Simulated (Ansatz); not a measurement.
# GaH6P: vertical and adiabatic energies of changing the electron count from a Python script

A script is to give vertical and adiabatic energies of changing the electron count; the system is GaH6P. SMILES: [PH3+][GaH3-].

Program: Ansatz 0.2.0, driven from Python. Level of theory: B3LYP+D4/def2-TZVP. These are calculated values, not measurements.

## (1) Starting point

Bond lengths: P1–Ga2 2.254 Å, P1–H3 1.453 Å, P1–H4 1.412 Å, P1–H5 1.461 Å, Ga2–H6 1.628 Å, Ga2–H7 1.635 Å, Ga2–H8 1.574 Å. Angles: P1–Ga2–H6 110.3°, P1–Ga2–H7 108.5°, P1–Ga2–H8 110.7°, H6–Ga2–H7 108.8°, H6–Ga2–H8 109.4°, H7–Ga2–H8 109.1°, Ga2–P1–H3 111.2°, Ga2–P1–H4 110.7°, Ga2–P1–H5 109.6°, H3–P1–H4 112.9°, H3–P1–H5 104.7°, H4–P1–H5 107.4°.

No structure file is read: the coordinates are typed or built in the script.

## (2) Script

gah6p_adiabatic.py reads:

```python
"""How GaH6P relaxes after losing an electron."""

import itertools
import warnings

import ansatz as az
from ase.data import atomic_numbers, covalent_radii
import numpy as np

BASIS_SET = "def2-TZVP"
FUNCTIONAL = "b3lyp"
DISPERSION = "d4"
CHARGE = 1

warnings.simplefilter("ignore", az.DeckWarning)

geometry_ang = [
    ("P", [-0.5532, -0.0181, -1.0003]),
    ("Ga", [0.5571, -0.0407, 0.961]),
    ("H", [-1.832, -0.6984, -0.8877]),
    ("H", [0.2541, -0.5334, -2.0379]),
    ("H", [-0.8955, 1.357, -1.355]),
    ("H", [0.7614, 1.4774, 1.5126]),
    ("H", [2.0262, -0.7152, 0.7176]),
    ("H", [-0.2259, -0.8857, 2.034]),
]
molecule = az.Crystal.molecule()
for symbol, xyz in geometry_ang:
    molecule = molecule.atom(symbol, xyz)

setup = (
    molecule.calculation()
    .basis(gaussian=BASIS_SET)
    .functional(FUNCTIONAL, dispersion=DISPERSION)
)
symbols = [site.symbol for site in molecule.cartesian_sites]
start = np.array([site.position_ang for site in molecule.cartesian_sites], dtype=float)
r = setup.relax(force_tolerance=0.01).run().report
end = np.array(r["positions_ang"])

minimum = az.Crystal.molecule()
for symbol, place in zip(symbols, end):
    minimum = minimum.atom(symbol, place.tolist())
ion = (
    minimum.calculation()
    .basis(gaussian=BASIS_SET)  # atom-centred Gaussian functions
    .functional(FUNCTIONAL, dispersion=DISPERSION)
    .charge(CHARGE)
    .spin("collinear", total=1)  # two spin channels
)
vertical = ion.run().report
settled = ion.relax(force_tolerance=0.01, max_steps=80).run().report
print(f"vertical ionisation energy   {vertical['free_energy_ev'] - r['free_energy_ev']:.3f} eV")
print(f"adiabatic, no zero point     {settled['free_energy_ev'] - r['free_energy_ev']:.3f} eV")
print(f"relaxation energy of the ion {vertical['free_energy_ev'] - settled['free_energy_ev']:.3f} eV")
ionised = np.array(settled["positions_ang"])
# pairs closer than 1.2 times the sum of covalent radii, before or after
radius = [covalent_radii[atomic_numbers[s]] for s in symbols]
span = lambda where, i, j: np.linalg.norm(where[i] - where[j])
bonded = [(i, j) for i, j in itertools.combinations(range(len(symbols)), 2) if min(span(end, i, j), span(ionised, i, j)) < 1.2 * (radius[i] + radius[j])]
print("pair        before    after (A)")
for i, j in bonded:
    print(f"{symbols[i]}{i}-{symbols[j]}{j}".ljust(10), f"{span(end, i, j):8.4f} {span(ionised, i, j):8.4f}")
```

## (3) Launch

Command:

```console
$ python gah6p_adiabatic.py
```

The log of the run:

```text
vertical ionisation energy   10.179 eV
adiabatic, no zero point     9.181 eV
relaxation energy of the ion 0.998 eV
pair        before    after (A)
P0-Ga1       2.6014   2.4560
P0-H2        1.4088   1.4027
P0-H3        1.4087   1.4034
P0-H4        1.4087   1.4034
Ga1-H5       1.5761   1.6609
Ga1-H6       1.5762   1.5323
Ga1-H7       1.5763   1.6611
```

Wall time 6.1 min (1 thread of Arm Neoverse V1, shared host); peak memory 0.53 GiB.

## (4) What each run gave

The 3 runs, in the order started:

```csv
run,kind of run,system,unpaired or total moment,energy (eV),<S²>,SCF cycles in all,CPU time (s)
1,relaxation,GaH6P,not set,-61766.5504,0.00,66,28
2,single point,"GaH6P, charge +1",1,-61756.3711,0.76,88,47
3,relaxation,"GaH6P, charge +1",1,-61757.3696,0.76,347,290
```

Totals carry meaning only in balanced differences at one level of theory.

## (5) The relaxation of run 1, step by step

The steps of the relaxation:

| step | E - E(step 1) (eV) | largest force component (eV/Å) |
| --- | --- | --- |
| 1 | 0.0000 | 2.5732 |
| 2 | -0.6013 | 1.2424 |
| 3 | -0.7104 | 1.0155 |
| 4 | -0.7643 | 0.0523 |
| 5 | -0.7647 | 0.0085 |
| 6 | -0.7647 | 0.0080 |

Step 1 is the start.

Before: Bond lengths: P1–Ga2 2.254 Å, P1–H3 1.453 Å, P1–H4 1.412 Å, P1–H5 1.461 Å, Ga2–H6 1.628 Å, Ga2–H7 1.635 Å, Ga2–H8 1.574 Å. Angles: P1–Ga2–H6 110.3°, P1–Ga2–H7 108.5°, P1–Ga2–H8 110.7°, H6–Ga2–H7 108.8°, H6–Ga2–H8 109.4°, H7–Ga2–H8 109.1°, Ga2–P1–H3 111.2°, Ga2–P1–H4 110.7°, Ga2–P1–H5 109.6°, H3–P1–H4 112.9°, H3–P1–H5 104.7°, H4–P1–H5 107.4°.

After: Bond lengths: P1–Ga2 2.601 Å, P1–H3 1.409 Å, P1–H4 1.409 Å, P1–H5 1.409 Å, Ga2–H6 1.576 Å, Ga2–H7 1.576 Å, Ga2–H8 1.576 Å. Angles: P1–Ga2–H6 96.7°, P1–Ga2–H7 96.5°, P1–Ga2–H8 96.4°, H6–Ga2–H7 118.7°, H6–Ga2–H8 118.7°, H7–Ga2–H8 118.8°, Ga2–P1–H3 119.6°, Ga2–P1–H4 119.4°, Ga2–P1–H5 119.3°, H3–P1–H4 97.9°, H3–P1–H5 97.9°, H4–P1–H5 97.9°.

## (6) Path of the relaxation of run 3

Relaxation path:

```csv
step,E - E(step 1) (eV),largest force component (eV/Å)
1,0.0000,1.8742
2,-0.5671,1.3254
3,-0.7814,0.7173
4,-0.8151,0.1889
5,-0.8412,0.1344
6,-0.8459,0.0785
7,-0.8518,0.0644
8,-0.8627,0.1991
9,-0.8740,0.3468
10,-0.9081,0.3034
11,-0.9344,0.8312
12,-0.9745,0.2060
13,-0.9791,0.1834
14,-0.9867,0.0699
15,-0.9881,0.0255
16,-0.9886,0.0210
17,-0.9891,0.0079
18,-0.9842,0.3084
19,-0.9903,0.0682
20,-0.9906,0.1192
21,-0.9916,0.0870
22,-0.9935,0.0640
23,-0.9903,0.2400
24,-0.9821,0.1879
25,-0.9952,0.0181
26,-0.9963,0.0607
27,-0.9967,0.0646
28,-0.9976,0.0553
29,-0.9980,0.0484
30,-0.9982,0.0390
31,-0.9982,0.0309
32,-0.9984,0.0223
33,-0.9983,0.0223
34,-0.9984,0.0019
```

Step 1 is the start. Steps 18, 23, 24, 31, 33 were tried and not accepted.

Before: Bond lengths: P1–Ga2 2.601 Å, P1–H3 1.409 Å, P1–H4 1.409 Å, P1–H5 1.409 Å, Ga2–H6 1.576 Å, Ga2–H7 1.576 Å, Ga2–H8 1.576 Å. Angles: P1–Ga2–H6 96.7°, P1–Ga2–H7 96.5°, P1–Ga2–H8 96.4°, H6–Ga2–H7 118.7°, H6–Ga2–H8 118.7°, H7–Ga2–H8 118.8°, Ga2–P1–H3 119.6°, Ga2–P1–H4 119.4°, Ga2–P1–H5 119.3°, H3–P1–H4 97.9°, H3–P1–H5 97.9°, H4–P1–H5 97.9°.

After: Bond lengths: P1–Ga2 2.456 Å, P1–H3 1.403 Å, P1–H4 1.403 Å, P1–H5 1.403 Å, Ga2–H6 1.661 Å, Ga2–H7 1.532 Å, Ga2–H8 1.661 Å. Angles: P1–Ga2–H6 104.2°, P1–Ga2–H7 113.7°, P1–Ga2–H8 104.3°, H6–Ga2–H7 131.7°, H6–Ga2–H8 59.0°, H7–Ga2–H8 131.7°, Ga2–P1–H3 116.4°, Ga2–P1–H4 114.3°, Ga2–P1–H5 114.4°, H3–P1–H4 103.6°, H3–P1–H5 103.5°, H4–P1–H5 103.0°.

## (7) Outcome

```
                                  quantity      value
                vertical ionisation energy  10.179 eV
adiabatic ionisation energy, no zero point   9.181 eV
                             runs compared          3
```

In words: The ionisation energy is a difference of two total energies at the neutral geometry; letting the ion relax lowers it by 1.00 eV. In CPU time, run 3 cost about 10 times as much as run 1. Run 1: After 5 moves the largest shift is 0.382 Å, of atom 2 (Ga). Run 3: After 28 moves the largest shift is 1.169 Å, of atom 6 (H). So large a move can change the bonding: the results belong to the relaxed structure. The energies are electronic: no zero-point or thermal terms, and the basis set is short of its limit. The product may relax into another structure. The relaxation finds the nearest minimum, so the adiabatic value is an upper bound. b3lyp holds the VWN-RPA fit, as in Gaussian; the form of ORCA and Turbomole is b3lyp5.
